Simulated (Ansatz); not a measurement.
Write the native input for Ansatz 0.2.0 that does the following.

| Item | Value |
| --- | --- |
| Task | single point |
| Functional | PBEsol |
| Potentials or basis | all-electron LAPW, scalar-relativistic |
| Cutoff | 186 eV (chosen from the basis error) |
| Basis error allowed | 0.001 eV/atom |
| k mesh | 6 × 6 × 6 |
| Occupations | fermi-dirac, width 0.05 eV |
| Spin | no spin polarisation |

The system is GaGe3.

```
Ge Ga
1.0
     4.27847    0.00000    0.00000
     0.00000    4.27847    0.00000
     0.00000    0.00000    4.27847
Ge Ga
3 1
Direct
  0.50000 0.50000 0.00000
  0.50000 0.00000 0.50000
  0.00000 0.50000 0.50000
  0.00000 0.00000 0.00000
```

The cell comes from a database or a generator and needn't be the stable form of this composition.

The input as run:

input.yaml

```yaml
crystal:
  lattice:
    - [4.278466, 0.0, 0.0]
    - [0.0, 4.278466, 0.0]
    - [0.0, 0.0, 4.278466]
  atoms:
    - { symbol: Ge, position: [0.5, 0.5, 0.0] }
    - { symbol: Ge, position: [0.5, 0.0, 0.5] }
    - { symbol: Ge, position: [0.0, 0.5, 0.5] }
    - { symbol: Ga, position: [0.0, 0.0, 0.0] }
kpoints:
  mp_grid: { grid: [6, 6, 6] }
scf:
  occupations: { method: fermi_dirac, width: 0.05 }
hamiltonian:
  xc: pbesol
  pseudopotentials: { kind: all_electron, lapw: { basis_error: 0.001 } }
output:
  forces: true
  stress: true
  eigenvalues: true
  populations: true
```

Potentials or basis: all-electron LAPW, scalar-relativistic.

Run with:

```sh
$ ansatz run input.yaml --threads 2 --pin off --max-ram 8192MiB --backend cpu --events-out ev --progress --plain --runs-dir out
```

It gave:

| Item | Value |
| --- | --- |
| Pressure | -3.4 GPa |
| Band gap on the k mesh | none (metal or under the smearing width) |
| Loewdin charges | Ge +0.09; Ga -0.15 e |

It took 3.2 s on 2 threads of AMD EPYC 9R45 96-Core Processor (Zen 5) (shared host), peak memory 0.41 GiB.
